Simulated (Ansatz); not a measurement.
# C2H5O2Si: the cost of one run

The runs use Ansatz 0.2.0, Gaussian basis; r2SCAN/6-31G*.

## (1) The geometry

An earlier PBE0-D4 in a triple-zeta def2 set relaxation fixed the geometry.

SMILES `C=C[Si](O)O`, 10 atoms, charge 0, spin multiplicity 2.

Atoms are counted from 1 here; the program's logs count them from 0.

Bond lengths: C1–C2 1.333 Å, C1–H6 1.087 Å, C1–H7 1.086 Å, C2–Si3 1.850 Å, C2–H8 1.088 Å, Si3–O4 1.648 Å, Si3–O5 1.651 Å, O4–H9 0.962 Å, O5–H10 0.959 Å. Angles: C2–C1–H6 121.6°, C2–C1–H7 122.2°, H6–C1–H7 116.2°, C1–C2–Si3 122.5°, C1–C2–H8 119.1°, Si3–C2–H8 118.3°, C2–Si3–O4 111.6°, C2–Si3–O5 105.5°, O4–Si3–O5 113.2°, Si3–O4–H9 117.2°, Si3–O5–H10 117.0°.

## (2) Dynamics

in.yaml

```yaml
crystal:
  periodic: [false, false, false]
  atoms:
    - {symbol: C, position_ang: [-1.611516, -0.800394, 0.058473]}
    - {symbol: C, position_ang: [-0.499895, -0.609401, -0.651521]}
    - {symbol: Si, position_ang: [0.618787, 0.838474, -0.377482]}
    - {symbol: O, position_ang: [0.425845, 1.478131, 1.128743]}
    - {symbol: O, position_ang: [2.146473, 0.275822, -0.653083]}
    - {symbol: H, position_ang: [-1.895126, -0.127202, 0.862809]}
    - {symbol: H, position_ang: [-2.284532, -1.631599, -0.132060]}
    - {symbol: H, position_ang: [-0.266573, -1.295531, -1.463488]}
    - {symbol: H, position_ang: [0.594565, 0.898917, 1.877611]}
    - {symbol: H, position_ang: [2.855075, 0.921581, -0.647101]}
basis:
  gaussian: {orbitals: "6-31G*"}
magnetization: {spin_polarized: true, initial_magnetization: 1}
hamiltonian: {xc: {name: r2SCAN}}
md: {timestep: 0.5 fs, n_steps: 30, ensemble: nvt_langevin, temperature: 500, initial_velocities: maxwell_boltzmann, friction: 0.01, seed: 857}
```

On the command line:

```sh
$ ansatz run in.yaml --threads 4 --pin off --events-out ev --progress --plain --max-ram 10444MiB
```

**Question.** How long does this run take on 4 threads of Arm Neoverse V2, shared host, and how much memory does it need?

About 97 s, with a peak of 0.25 GiB.
